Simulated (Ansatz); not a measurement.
## C₃H₆AsN, SMILES CC([AsH2])C#N: a single point in a Gaussian basis, step by step

Program: the Python package of Ansatz (0.2.0).

`c3h6asn.xyz`
```text
11

C    -0.93070   -0.34210    0.54050
C    -0.08150    0.38550   -0.49960
As    1.57920   -0.61500   -0.89270
C     0.27040    1.72690   -0.02090
N     0.54770    2.78530    0.35650
H    -1.86640    0.22520    0.73490
H    -0.37420   -0.45480    1.49560
H    -1.20920   -1.34930    0.16580
H    -0.66280    0.48450   -1.44040
H     1.89790   -0.86840    0.61760
H     0.82960   -1.97770   -1.05730
```

Interactive session:
```pycon
>>> import ansatz as az
>>> c3h6asn = az.Crystal.molecule_from_extxyz("c3h6asn.xyz")
>>> job = c3h6asn.calculation()
>>> job = job.basis(gaussian="def2-SVPD")
>>> job = job.functional("pbe")
>>> trace = []
>>> done = job.session().plan().execute(on_event=trace.append)

>>> data = done.report
>>> data["mean_field"]["state"]["spin_squared"]
-2.1316282072803006e-13
>>> type(done).__name__, type(data).__name__
('RunOutcome', 'dict')
>>> sorted(key for key in data if key.endswith("_ev"))
['free_energy_ev', 'reference_energy_ev']
>>> for event in trace:
...     if event["event"] == "mean_field_evaluation" and event["data"]["evaluation"] <= 25:
...         print("pass {evaluation:3d}  E = {energy_ev:.6f} eV  gradient {gradient_ev:.1e}".format(**event["data"]))
...
pass   1  E = -65503.858654 eV  gradient 6.3e+01
pass   2  E = -65483.003184 eV  gradient 1.1e+02
pass   3  E = -65511.551982 eV  gradient 3.0e+01
pass   4  E = -65513.019372 eV  gradient 1.5e+01
pass   5  E = -65513.450436 eV  gradient 4.3e+00
pass   6  E = -65513.496558 eV  gradient 1.2e+00
pass   7  E = -65513.500114 eV  gradient 2.3e-01
pass   8  E = -65513.496087 eV  gradient 2.4e-01
pass   9  E = -65513.496232 eV  gradient 8.2e-02
pass  10  E = -65513.428109 eV  gradient 2.3e-01
pass  11  E = -65513.428214 eV  gradient 4.9e-02
pass  12  E = -65513.428216 eV  gradient 3.2e-02
pass  13  E = -65513.428218 eV  gradient 5.8e-03
pass  14  E = -65513.428218 eV  gradient 1.8e-03
pass  15  E = -65513.428218 eV  gradient 4.9e-04
pass  16  E = -65513.428218 eV  gradient 5.0e-04
pass  17  E = -65513.428218 eV  gradient 2.6e-04
pass  18  E = -65513.428218 eV  gradient 8.0e-05
pass  19  E = -65513.428218 eV  gradient 8.0e-05
>>> print(f"E = {data['free_energy_ev']:.6f} eV = {data['free_energy_ev'] / 27.211386246:.7f} Ha")
E = -65513.428264 eV = -2407.5740821 Ha
>>> print("converged:", data["converged"], " doubts:", data["published_state_doubts"] or "none")
converged: True  doubts: none
>>> field = data["mean_field"]
>>> print("<S^2> =", round(abs(field["state"]["spin_squared"]), 4), " all-electron relativity setting:", field["relativity"])
<S^2> = 0.0  all-electron relativity setting: none
>>> print("passes:", field["passes"])
passes: {'evaluations': 17, 'products': 12}
>>> if "symmetry" in field:
...     print("occupied orbitals by irrep:", field["symmetry"]["occupied"])
...
occupied orbitals by irrep: [{'A': 32}, {'A': 32}]
```

What to keep in mind:
- Total energies depend on the basis set; only differences at equal settings carry meaning.
- The geometry is a force-field or estimated start, not a minimum of this method, and the basis set is short of its limit.
- Early passes use coarser integrals and grids, so their energies can't be compared with the last.
- Finished in 6.1 s on 1 thread of Arm Neoverse V2, on a shared host, peak memory 0.27 GiB.

(Lines on the test bed's own set-up are left out of the output.)
